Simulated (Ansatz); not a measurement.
# LiCuAuO₂, space group R3m: a single point from a YAML input

Program: the Python package of Ansatz (0.2.0).

Contents of `scf.yaml`:
```yaml
crystal:
  lattice:
    - [1.637199, 0.945238, 6.418816]
    - [-1.637199, 0.945238, 6.418816]
    - [0.0, -1.890475, 6.418816]
  atoms:
    - { symbol: Li, position: [0.757259, 0.757259, 0.757259] }
    - { symbol: Cu, position: [0.515803, 0.515803, 0.515803] }
    - { symbol: Au, position: [0.991794, 0.991794, 0.991794] }
    - { symbol: O, position: [0.884222, 0.884222, 0.884222] }
    - { symbol: O, position: [0.100922, 0.100922, 0.100922] }
kpoints:
  mp_grid: { kspacing: 0.3 }
hamiltonian:
  xc: lda
scf:
  occupations: { method: cold, width: 0.1 }
basis:
  ecutwfc: 470
output:
  stress: true
  eigenvalues: true
```

Run as a notebook:

In [1]:
```python
import ansatz
import numpy as np
import yaml
```

In [2]:
```python
with open("scf.yaml") as handle:
    tree = yaml.safe_load(handle)
print("sections:", list(tree))
planned = ansatz.Session.from_dict(tree).plan(threads=1, pin="off")
res = planned.execute()
rep = res.report
```
```text
sections: ['crystal', 'kpoints', 'hamiltonian', 'scf', 'basis', 'output']
```

In [3]:
```python
sorted(key for key in rep if key.endswith("_ev"))
```
Out [3]:
```text
['eigenvalues_ev', 'energy_sigma0_ev', 'entropy_ts_ev', 'fermi_energy_ev', 'free_energy_ev',
 'gap_by_band_count_ev', 'harris_foulkes_ev', 'internal_energy_ev', 'lagrangian_above_aufbau_ev',
 'lagrangian_ev', 'lagrangian_sigma0_ev', 'loop_fermi_energy_ev', 'occupations_fermi_energy_ev',
 'residual_norms_ev']
```

In [4]:
```python
energy = rep["free_energy_ev"]
print("LiCuAuO2: {:.6f} eV = {:.6f} Ry = {:.6f} Ha".format(energy, energy / 13.605693, energy / 27.211386))
print("Fermi level {:.4f} eV, {} k-points, {} symmetry operations".format(rep["fermi_energy_ev"], rep["n_kpoints"], rep["n_symmetry_ops"]))

gap = None if "band_edges_ev" not in rep else rep["band_edges_ev"][1] - rep["band_edges_ev"][0]
print("gap on the k mesh:", "withheld (metal, or smearing too wide to tell)" if gap is None else f"{gap:.3f} eV")
print("lowest empty less highest filled band, by band count:", round(rep["gap_by_band_count_ev"], 3), "eV")
```
```text
LiCuAuO2: -20731.069793 eV = -1523.705539 Ry = -761.852770 Ha
Fermi level 9.9202 eV, 65 k-points, 6 symmetry operations
gap on the k mesh: withheld (metal, or smearing too wide to tell)
lowest empty less highest filled band, by band count: -0.882 eV
```

In [5]:
```python
# pressure is a third of the trace
stress = np.array(rep["stress_gpa"])
print(f"pressure {np.trace(stress) / 3:.3f} GPa")
print("stress tensor, GPa, positive in compression")
np.round(stress, 3) + 0.0
```
```text
pressure -12.287 GPa
stress tensor, GPa, positive in compression
```
Out [5]:
```text
array([[-10.584,   0.   ,   0.   ],
       [  0.   , -10.584,   0.   ],
       [  0.   ,   0.   , -15.692]])
```

In [6]:
```python
fermi = rep["fermi_energy_ev"]
print("levels less the Fermi level (eV) at the first k-points")
for k, levels in list(zip(rep["kpoints_frac"], rep["eigenvalues_ev"]))[:6]:
    print("k = ({:.3f}, {:.3f}, {:.3f})".format(*k))
    print("   ", " ".join(f"{e - fermi:.3f}" for e in levels))
```
```text
levels less the Fermi level (eV) at the first k-points
k = (0.000, 0.000, 0.000)
    -110.970 -104.799 -68.883 -68.883 -68.623 -56.400 -55.947 -55.947 -42.543 -18.444 -16.875 -7.068 -5.116 -4.848 -4.848 -3.225 -3.058 -3.058 -2.869 -2.869 -1.779 -1.779 -1.544 -1.544 -1.113 0.526 0.526 0.921 4.644 5.986 9.747 11.624
k = (0.000, 0.000, 0.125)
    -110.970 -104.798 -68.883 -68.883 -68.623 -56.399 -55.952 -55.948 -42.541 -18.380 -16.871 -6.947 -5.113 -4.815 -4.787 -3.216 -3.136 -3.009 -3.000 -2.837 -2.055 -1.977 -1.592 -1.351 -1.042 0.252 0.392 1.312 5.057 6.025 9.934 11.309
k = (0.000, 0.000, 0.250)
    -110.970 -104.798 -68.885 -68.883 -68.623 -56.398 -55.964 -55.952 -42.536 -18.220 -16.863 -6.660 -5.472 -4.736 -4.300 -3.752 -3.180 -3.160 -2.853 -2.451 -2.365 -2.099 -1.604 -1.196 -0.992 -0.266 0.076 2.009 5.548 6.536 9.175 10.425
k = (0.000, 0.000, 0.375)
    -110.970 -104.798 -68.886 -68.884 -68.623 -56.397 -55.975 -55.955 -42.531 -18.050 -16.856 -6.353 -5.785 -4.652 -4.502 -4.050 -3.415 -3.350 -2.456 -2.060 -1.945 -1.842 -1.420 -1.222 -1.013 -0.623 -0.219 2.451 5.039 6.501 8.118 10.101
k = (0.000, 0.000, -0.500)
    -110.970 -104.798 -68.887 -68.884 -68.622 -56.396 -55.980 -55.956 -42.529 -17.976 -16.855 -6.185 -5.932 -4.723 -4.614 -4.120 -3.519 -3.477 -2.359 -1.934 -1.749 -1.679 -1.364 -1.321 -0.769 -0.323 -0.126 2.151 4.210 6.117 8.828 9.855
k = (0.000, 0.125, 0.125)
    -110.970 -104.798 -68.883 -68.883 -68.623 -56.399 -55.952 -55.948 -42.541 -18.377 -16.878 -6.913 -5.108 -4.811 -4.785 -3.261 -3.174 -3.027 -3.001 -2.850 -2.083 -1.916 -1.488 -1.438 -1.051 0.190 0.433 1.392 4.981 6.086 9.870 11.293
```

Absolute energies stand on the zero of these potentials, so only differences at equal settings mean something. A total without «per atom» is that of the cell as typed. The cell holds an odd number of electrons and is run without spin, so a magnetic state may lie lower. The mesh is modest for a metal, so energies can be off by several to tens of meV an atom and pressures by half a GPa or more; differences at equal mesh fare better. An absolute Fermi energy rests on an arbitrary zero of the periodic potential and has no direct meaning. A gap by band count of zero or less means overlapping bands, a metal, and at an odd count of electrons it is no gap at all. Without a Hubbard U or exact exchange, semilocal functionals often make such 3d compounds metallic or too weakly gapped. At these settings the cell as given stands under about -12 GPa, so it isn't at this functional's equilibrium volume. This cell is a computed structure, which may not be the phase found in nature. Gaps and levels are Kohn-Sham values on a finite set of k-points, without spin-orbit coupling. It ran for 15 s on 1 thread of Arm Neoverse V1 (shared host), peak memory 0.46 GiB.

(Lines on the test bed's own set-up are left out of the output.)
